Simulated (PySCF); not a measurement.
# BiB−: bond curves at several levels of theory

The task here is to estimate one member of a computed series from the others.

Program: PySCF 2.14.0. Level of theory: Bi def2-SVPD with ECP60, B def2-SVPD, scalar-relativistic core potentials. These are calculated values, not measurements.

4 further runs of the same task are left out: 4 set aside as unsound or not needed.

The first run:

The job is set up so:

| Property | Result |
| --- | --- |
| atoms | Bi, B |
| charge | -1 |
| basis | Bi def2-SVPD with ECP60, B def2-SVPD |
| Hamiltonian | scalar-relativistic core potentials |
| basis functions | 52 |
| electrons treated | 29 |
| masses in u | 208.9804, 11.0093 |
| levels | PBE0, PBE, r²SCAN, TPSSh, BLYP, r²SCANh, ωB97X |
| grid | 80 radial by 434 angular points |
| occupations | held fixed by the projection of orbital angular momentum |
| dissociation limit | Bi− + B, each in its ground configuration |
| starting distance in angstrom | 2.375 |
| values of 2S to try | 1, 3 |

Run with:

```sh
> OMP_NUM_THREADS=1 python dia.py task.json out
```

Steps of the session up to this table: Set-up; PBE0 along the bond; Higher solutions at PBE0; PBE (GGA); r²SCAN; TPSSh (hybrid meta-GGA); BLYP (GGA); r²SCANh (hybrid meta-GGA); ωB97X.

One table of the session follows, with a row left open; its other results are not shown here.

It belongs to the step «The curves together». Energy (eV) from each level's lowest point:

```
R (Å)    PBE   BLYP  r²SCAN  TPSSh  r²SCANh
1.791  1.260  1.334   1.217  1.224    1.186
1.875      ?      ?       ?      ?        ?
1.958  0.205  0.240   0.180  0.186    0.166
2.021  0.057  0.077   0.043  0.047    0.037
2.083  0.000  0.003   0.000  0.000    0.000
2.146  0.014  0.000   0.028  0.024    0.034
2.229  0.114  0.076   0.147  0.137    0.160
2.333  0.326  0.258   0.379  0.365    0.400
2.458  0.653  0.550   0.723  0.708    0.751
2.625  1.133  0.985   1.214  1.198    1.252
```

Estimate the missing values for R (Å) = 1.875.

Worked estimate for «PBE». A straight line through the neighbours (1.791, 1.260) and (1.958, 0.205) gives 1.260 + (0.205 − 1.260) × (1.875 − 1.791) / (1.958 − 1.791) = 0.729; a parabola fitted to 3 rows on both sides gives 0.609.

As computed: PBE: 0.589; BLYP: 0.645; r²SCAN: 0.552; TPSSh: 0.561; r²SCANh: 0.530. In «PBE» the line misses by +0.140 and the parabola by +0.020.
